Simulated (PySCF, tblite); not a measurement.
# C₇H₁₁O radical: geometry, infrared bands and EPR parameters

Aim: predict the infrared bands and EPR parameters of C₇H₁₁O radical (`C=C1[C](C)C[C@@H]1CO`).

Programs: tblite 0.8.0 and PySCF 2.14.0, with density-fitted response routines of our own. Each step states its level of theory. These are calculated values for one molecule in the gas phase, unless marked as measured. Atoms are numbered from 0 throughout.

## 1. The molecule as given

19 atoms, charge 0, multiplicity 2; geometry from: force field or distance geometry start.

Bonds of the start (Å): C0–C1 1.32, C1–C2 1.49, C2–C3 1.53, C2–C4 1.49, C4–C5 1.51, C5–C6 1.51, C6–O7 1.40, C5–C1 1.49, C0–H8 1.09, C0–H9 1.11, C3–H10 1.13, C3–H11 1.12, C3–H12 1.08, C4–H13 1.10, C4–H14 1.10, C5–H15 1.11, C6–H16 1.12, C6–H17 1.10, O7–H18 0.99.

## 2. Geometry optimisation with GFN2-xTB

The job: settings as JSON, then the geometry in Å.

```
{"job": {"kind": "relax", "xc": "GFN2-xTB", "basis": "xTB"}, "charge": 0, "multiplicity": 2}
C     -0.333200     2.159900    -0.312900
C     -0.311100     0.857700    -0.093200
C     -1.175000    -0.223700     0.457300
C     -2.474300    -0.342800    -0.334000
C     -0.211500    -1.267100     0.022300
C      0.760600    -0.155400    -0.313400
C      1.958600    -0.061000     0.600400
O      2.855700    -1.074700     0.248800
H      0.550500     2.635600    -0.741500
H     -1.248300     2.733000    -0.065000
H     -3.335400    -0.439200     0.391500
H     -2.458200    -1.330400    -0.864200
H     -2.631600     0.476100    -1.028100
H      0.133800    -2.001100     0.769900
H     -0.550200    -1.770100    -0.890200
H      1.020900    -0.178000    -1.390100
H      1.667400    -0.153300     1.680800
H      2.458100     0.906200     0.442200
H      3.313400    -0.762400    -0.572900
```

The run is started by

```sh
> OMP_NUM_THREADS=1 python probes_run.py task.json out
```

The driver reads the jobs from task.json and runs them one after another.

What it wrote:

```text
step      E/eV     max force
  0    -667.07959    3.665
  1    -667.41062    2.062
  2    -667.57468    0.971
  3    -667.67728    0.763
  4    -667.74459    0.833
  5    -667.82888    0.768
  6    -667.92218    0.676
  7    -667.99757    0.845
  8    -668.05995    0.682
  9    -668.10691    0.570
 10    -668.14186    0.572
 11    -668.17213    0.511
 12    -668.20433    0.443
 13    -668.23593    0.352
 14    -668.26032    0.320
 15    -668.27875    0.289
 16    -668.29406    0.245
 17    -668.30510    0.245
 18    -668.31640    0.230
 19    -668.32834    0.256
 20    -668.33890    0.218
 21    -668.34570    0.193
 22    -668.34910    0.126
 23    -668.35119    0.122
 24    -668.35316    0.112
 25    -668.35525    0.114
 26    -668.35736    0.110
 27    -668.35918    0.109
 28    -668.36141    0.115
 29    -668.36357    0.122
 30    -668.36544    0.098
 31    -668.36671    0.074
 32    -668.36760    0.065
 33    -668.36836    0.068
 34    -668.36923    0.076
 35    -668.37026    0.084
 36    -668.37134    0.087
 37    -668.37251    0.090
 38    -668.37411    0.114
 39    -668.37651    0.146
 40    -668.37966    0.138
 41    -668.38282    0.118
 42    -668.38565    0.120
 43    -668.38849    0.145
 44    -668.39156    0.134
 45    -668.39428    0.099
 46    -668.39616    0.086
 47    -668.39738    0.080
 48    -668.39834    0.062
 49    -668.39927    0.073
 50    -668.40025    0.081
 51    -668.40119    0.062
 52    -668.40213    0.064
 53    -668.40301    0.065
 54    -668.40404    0.083
 55    -668.40515    0.081
 56    -668.40640    0.087
 57    -668.40763    0.084
 58    -668.40866    0.063
 59    -668.40939    0.054
 60    -668.40987    0.053
 61    -668.41017    0.036
 62    -668.41036    0.029
 63    -668.41052    0.028
 64    -668.41072    0.035
 65    -668.41097    0.047
 66    -668.41125    0.037
 67    -668.41149    0.036
 68    -668.41170    0.034
 69    -668.41192    0.038
 70    -668.41216    0.038
 71    -668.41241    0.033
 72    -668.41263    0.032
 73    -668.41282    0.033
 74    -668.41302    0.034
 75    -668.41325    0.043
 76    -668.41347    0.043
 77    -668.41362    0.034
 78    -668.41371    0.022
 79    -668.41379    0.022
 80    -668.41388    0.027
 81    -668.41396    0.018
 82    -668.41401    0.016
 83    -668.41404    0.013
 84    -668.41408    0.018
 85    -668.41413    0.019
 86    -668.41417    0.017
 87    -668.41421    0.014
 88    -668.41424    0.018
 89    -668.41428    0.019
 90    -668.41432    0.017
 91    -668.41437    0.014
 92    -668.41440    0.014
 93    -668.41444    0.015
 94    -668.41449    0.017
 95    -668.41455    0.017
 96    -668.41461    0.015
 97    -668.41465    0.014
 98    -668.41469    0.014
 99    -668.41474    0.016
100    -668.41482    0.022
101    -668.41492    0.028
102    -668.41505    0.029
103    -668.41519    0.030
104    -668.41535    0.041
105    -668.41554    0.039
106    -668.41572    0.040
107    -668.41586    0.017
108    -668.41593    0.022
109    -668.41598    0.016
110    -668.41603    0.017
111    -668.41610    0.017
112    -668.41618    0.016
113    -668.41626    0.018
114    -668.41633    0.020
115    -668.41642    0.032
116    -668.41650    0.035
117    -668.41663    0.023
118    -668.41678    0.017
119    -668.41682    0.014
120    -668.41689    0.011
121    -668.41691    0.011
122    -668.41693    0.009
```

It took 0.8 s on 1 thread of Arm Neoverse V1, shared host.

Relaxation path: (not every step is listed)

| step | energy from step 0 (eV) | largest force (eV/Å) |
| --- | --- | --- |
| 0 | 0.0000 | 3.6652 |
| 1 | -0.3310 | 2.0624 |
| 2 | -0.4951 | 0.9708 |
| 3 | -0.5977 | 0.7634 |
| 4 | -0.6650 | 0.8332 |
| 5 | -0.7493 | 0.7677 |
| 6 | -0.8426 | 0.6755 |
| 7 | -0.9180 | 0.8451 |
| 8 | -0.9804 | 0.6822 |
| 18 | -1.2368 | 0.2303 |
| 28 | -1.2818 | 0.1155 |
| 38 | -1.2945 | 0.1144 |
| 48 | -1.3187 | 0.0617 |
| 58 | -1.3291 | 0.0633 |
| 68 | -1.3321 | 0.0343 |
| 78 | -1.3341 | 0.0222 |
| 88 | -1.3346 | 0.0180 |
| 98 | -1.3351 | 0.0141 |
| 108 | -1.3363 | 0.0220 |
| 117 | -1.3370 | 0.0230 |
| 118 | -1.3372 | 0.0171 |
| 119 | -1.3372 | 0.0141 |
| 120 | -1.3373 | 0.0108 |
| 121 | -1.3373 | 0.0112 |
| 122 | -1.3373 | 0.0095 |

Close pairs (by a distance rule), those that changed most:

| bond | before (Å) | after (Å) | change (Å) |
| --- | --- | --- | --- |
| C1–C2 | 1.490 | 1.397 | -0.093 |
| C2–C3 | 1.526 | 1.475 | -0.051 |
| C4–C5 | 1.514 | 1.551 | +0.036 |
| C3–H10 | 1.130 | 1.094 | -0.036 |
| C0–C1 | 1.321 | 1.357 | +0.036 |
| C0–H9 | 1.108 | 1.075 | -0.033 |
| C6–H16 | 1.123 | 1.093 | -0.030 |
| C3–H11 | 1.121 | 1.092 | -0.030 |

The end geometry stands in the next job.

## 3. Vibrational analysis with GFN2-xTB

The job: settings as JSON, then the geometry in Å.

```
{"job": {"kind": "ir", "xc": "GFN2-xTB", "basis": "xTB"}, "charge": 0, "multiplicity": 2}
C     -0.355810     2.174549    -0.448956
C     -0.261241     0.821622    -0.413326
C     -1.154676    -0.243065    -0.275350
C     -2.615641    -0.367466    -0.114794
C     -0.079773    -1.283278    -0.346507
C      0.931170    -0.116997    -0.498085
C      1.941461     0.016035     0.636017
O      2.814664    -1.086055     0.723722
H      0.515291     2.792394    -0.568041
H     -1.305984     2.669584    -0.358723
H     -2.865100    -0.682750     0.902332
H     -3.014292    -1.125028    -0.791959
H     -3.105723     0.583169    -0.310928
H      0.063285    -1.879551     0.556625
H     -0.141284    -1.961975    -1.200164
H      1.446714    -0.101568    -1.462623
H      1.422122     0.056008     1.596561
H      2.509838     0.950134     0.512068
H      3.245174    -1.206511    -0.130167
```

What it wrote:

```text
mode    cm-1     km/mol
  1      66.0      2.21
  2      67.5      0.55
  3      95.3      2.79
  4     149.8      1.37
  5     225.2      0.32
  6     254.2      4.30
  7     302.4     31.85
  8     318.5     63.77
  9     369.6     65.28
 10     494.9     14.15
 11     531.9      0.46
 12     551.7      2.09
 13     656.2      0.06
 14     747.9     25.61
 15     808.7      3.97
 16     852.6      6.44
 17     888.7      1.13
 18     940.6      0.34
 19     954.2      3.20
 20     964.2      2.36
 21    1022.0     37.14
 22    1052.5     76.12
 23    1072.1      1.75
 24    1103.2     12.89
 25    1131.5     15.61
 26    1170.8     15.86
 27    1185.2      3.40
 28    1202.5      4.07
 29    1265.0     33.21
 30    1303.8     21.88
 31    1314.6      6.33
 32    1345.6     68.71
 33    1369.3      4.53
 34    1391.4     10.83
 35    1441.9     16.89
 36    1451.3     18.22
 37    1460.0      6.20
 38    1479.4      2.02
 39    1481.4      2.02
 40    1574.0      7.62
 41    2866.5     60.59
 42    2929.9     22.93
 43    2941.3      4.47
 44    2943.7     83.55
 45    2967.8     35.31
 46    2982.0     38.36
 47    2982.9     38.52
 48    3039.7     21.27
 49    3115.3     17.89
 50    3147.1     35.93
 51    3542.3      6.29
```

It took 0.63 s on 1 thread of Arm Neoverse V1, shared host.

The strongest bands and the atoms that carry them (share of the mass-weighted mode):

| cm⁻¹ | km/mol | atoms |
| --- | --- | --- |
| 318 | 63.8 | H18 52 %, O7 11 % |
| 370 | 65.3 | H18 24 %, C1 11 % |
| 1052 | 76.1 | O7 19 %, H14 17 %, C6 16 % |
| 1346 | 68.7 | H16 46 %, C6 18 %, H18 17 % |
| 2866 | 60.6 | H17 93 % |
| 2944 | 83.5 | H14 39 %, H15 25 %, H10 14 %, H13 12 % |
| 2982 | 38.4 | H16 90 % |
| 2983 | 38.5 | H11 84 % |

## 4. EPR parameters: B3LYP/pcH-1

Settings changed since step 3:

```diff
@@ -1,2 +1,2 @@
-{"job": {"kind": "ir", "xc": "GFN2-xTB", "basis": "xTB"}, "charge": 0, "multiplicity": 2}
+{"job": {"kind": "epr", "basis": "pcH-1"}, "charge": 0, "multiplicity": 2}
 C     -0.355810     2.174549    -0.448956
```

Level: UKS B3LYP, pcH-1 on C H O, non-relativistic, mean-field spin-orbit, GIAO.

What it wrote:

```text
UKS, coarse grid
  cycle   1  E = -348.40973734  |g| = 5.37e-01
  cycle   2  E = -348.31796754  |g| = 7.51e-01
  cycle   3  E = -348.52685412  |g| = 7.90e-02
  cycle   4  E = -348.52904704  |g| = 3.61e-02
  cycle   5  E = -348.52972681  |g| = 8.08e-03
  cycle   6  E = -348.52977297  |g| = 5.80e-03
  cycle   7  E = -348.52979847  |g| = 1.95e-03
  cycle   8  E = -348.52980210  |g| = 1.26e-03
  cycle   9  E = -348.52980354  |g| = 2.67e-04
UKS, final grid
  cycle   1  E = -348.52979939  |g| = 4.32e-04
  cycle   2  E = -348.52979918  |g| = 7.67e-04
  cycle   3  E = -348.52979949  |g| = 5.83e-05
  cycle   4  E = -348.52979949  |g| = 2.00e-05
E = -348.52979949 Eh   <S^2> = 0.7740 (exact 0.7500)
g shifts (ppm)      1          2          3
  rmc          -137       -137       -137
  gc              0         28         29
  oz_so           9        545        735
  total        -129        436        626
hyperfine (MHz)  atom isotope    a_iso     a_fc   dipolar eigenvalues
    0   13C      48.71      48.71    -47.24    -45.80     93.04
    1   13C     -47.93     -47.93    -26.31      8.77     17.53
    2   13C      63.72      63.72    -53.85    -51.70    105.55
    3   13C     -20.66     -20.66     -1.32      0.15      1.17
    4   13C     -24.02     -24.02     -1.77      0.29      1.48
    5   13C       6.47       6.47     -1.28     -0.29      1.56
    6   13C     -10.01     -10.01     -0.53      0.13      0.40
    7   17O      -0.11      -0.11     -0.48      0.15      0.33
    8    1H     -38.79     -38.79    -23.01     -0.07     23.08
    9    1H     -37.00     -37.00    -20.43     -0.97     21.40
   10    1H      81.50      81.50     -3.37     -2.61      5.97
   11    1H      50.00      50.00     -3.26     -2.72      5.98
   12    1H       5.97       5.97     -3.16     -2.25      5.41
   13    1H      76.71      76.71     -2.92     -2.54      5.47
   14    1H      72.83      72.83     -2.90     -2.56      5.46
   15    1H     -12.22     -12.22     -2.20     -0.59      2.79
   16    1H       0.42       0.42     -2.16     -0.41      2.57
   17    1H       1.24       1.24     -1.31     -0.83      2.14
   18    1H      -0.02      -0.02     -0.63     -0.43      1.06
```

Wall time 87 s (1 thread of Arm Neoverse V1, shared host); peak memory 1 GiB.

Principal g values 2.00219, 2.00275, 2.00295; g(iso) = 2.00263, against 2.00232 for a free electron.

Mean a(iso) over the nuclei that a row names, and the largest dipolar term of the row (other rows stand at the frozen geometry):

| nuclei | isotope | a(iso) (MHz) | a(iso) (G, at g = 2.0023) | largest dipolar term (MHz) |
| --- | --- | --- | --- | --- |
| H13 | 1H | 76.7 | 27.4 | 5.5 |
| H14 | 1H | 72.8 | 26.0 | 5.5 |
| C2 | 13C | 63.7 | 22.7 | 105.5 |
| C0 | 13C | 48.7 | 17.4 | 93.0 |
| C1 | 13C | -47.9 | -17.1 | -26.3 |
| H10, H11, H12 | 1H | 45.8 | 16.4 | 6.0 |
| H8 | 1H | -38.8 | -13.8 | 23.1 |
| H9 | 1H | -37.0 | -13.2 | 21.4 |
| C4 | 13C | -24.0 | -8.6 | -1.8 |
| C3 | 13C | -20.7 | -7.4 | -1.3 |
| H15 | 1H | -12.2 | -4.4 | 2.8 |
| C6 | 13C | -10.0 | -3.6 | -0.5 |
| C5 | 13C | 6.5 | 2.3 | 1.6 |
| H17 | 1H | 1.2 | 0.4 | 2.1 |

Mulliken spin populations:

C0 0.64; C1 -0.25; C2 0.64; C3 -0.05; C4 -0.06; C5 0.02; C6 0.00; O7 0.00; H8 -0.03; H9 -0.03; H10 0.03; H11 0.02; H12 0.00; H13 0.03; H14 0.03; H15 0.00; H16 0.00; H17 0.00; H18 0.00

In first order the couplings over 0.8 MHz of 1H give 256 distinct lines over 134.3 G, if the averaged nuclei exchange fast; the same motion can average rows kept apart here too.

The fields below are evaluated on a grid from the run's orbitals.

ELF in a plane through or near 9 of the atoms.

Values, 10 rows by 14 columns:
```
0.00 0.00 0.00 0.00 0.00 0.00 0.00 0.00 0.00 0.00 0.00 0.00 0.00 0.00
0.00 0.00 0.00 0.00 0.00 0.00 0.17 0.06 0.01 0.01 0.00 0.00 0.00 0.00
0.00 0.00 0.00 0.00 0.00 0.31 1.00 0.93 0.70 0.97 0.19 0.00 0.00 0.00
0.00 0.00 0.00 0.48 0.58 0.01 0.27 0.33 0.65 0.75 0.01 0.00 0.00 0.00
0.00 0.00 0.00 0.15 0.64 0.32 0.81 0.65 0.62 0.04 0.93 0.98 0.10 0.00
0.00 0.00 0.22 0.52 0.19 0.76 0.24 0.24 0.36 0.79 0.72 0.53 0.04 0.00
0.00 0.00 0.36 0.85 0.43 0.05 0.56 0.13 0.54 0.30 1.00 0.92 0.04 0.00
0.00 0.00 0.00 0.02 0.01 0.01 0.20 0.33 0.06 0.01 0.59 0.30 0.00 0.00
0.00 0.00 0.00 0.00 0.00 0.00 0.00 0.01 0.00 0.00 0.00 0.00 0.00 0.00
0.00 0.00 0.00 0.00 0.00 0.00 0.00 0.00 0.00 0.00 0.00 0.00 0.00 0.00
```
The map spans 11.8 Å across and 10.9 Å up, centred on the molecule. Atoms in the plane (x, y in Å): C0 (0.6, 2.2), C1 (0.4, 0.8), C2 (1.1, -0.3), C4 (0.0, -1.3), C5 (-0.9, 0.0), H8 (-0.2, 2.8), H9 (1.5, 2.6), H11 (3.0, -1.3), H18 (-3.3, -0.9).

On the surface of density 0.002 e/bohr³ the electrostatic potential runs, from the 1st to the 99th percentile, from -1.63 V near O7 to 1.82 V near H18.

The spin density lies nearest to C0, C2 about 33 % each; C1 10 % (beta excess).

## 5. What came out

| quantity | value |
| --- | --- |
| strongest single infrared mode (GFN2-xTB) | 2944 cm⁻¹, 84 km/mol |
| zero-point energy (GFN2-xTB) | 99.4 kcal/mol |
| g(iso) (B3LYP) | 2.00263 |
| ⟨S²⟩ | 0.774 (exact 0.75) |
| largest a(iso) (averaged by class) | 1H on H13, 76.7 MHz |
| potential on the surface of density 0.002 e/bohr³, 1st and 99th percentile | -1.63 V and 1.82 V |

In words: Over 122 steps the energy fell by 1.337 eV; of the close pairs, C1–C2 changed most, 1.490 to 1.397 Å. No mode is imaginary among the 51: a minimum at this level. GFN2-xTB is a fitted tight-binding method: band positions and strengths are rough. Its intensities can rank the bands wrongly. The largest spin populations lie on C2 (0.64 e), C0 (0.64 e). The isotropic g lies 0.3 ppt above the free-electron value. These values are for one conformer; the search (at its own cheap level) found 1 more, at 0.23 kcal/mol, and measured spectra average over such forms.
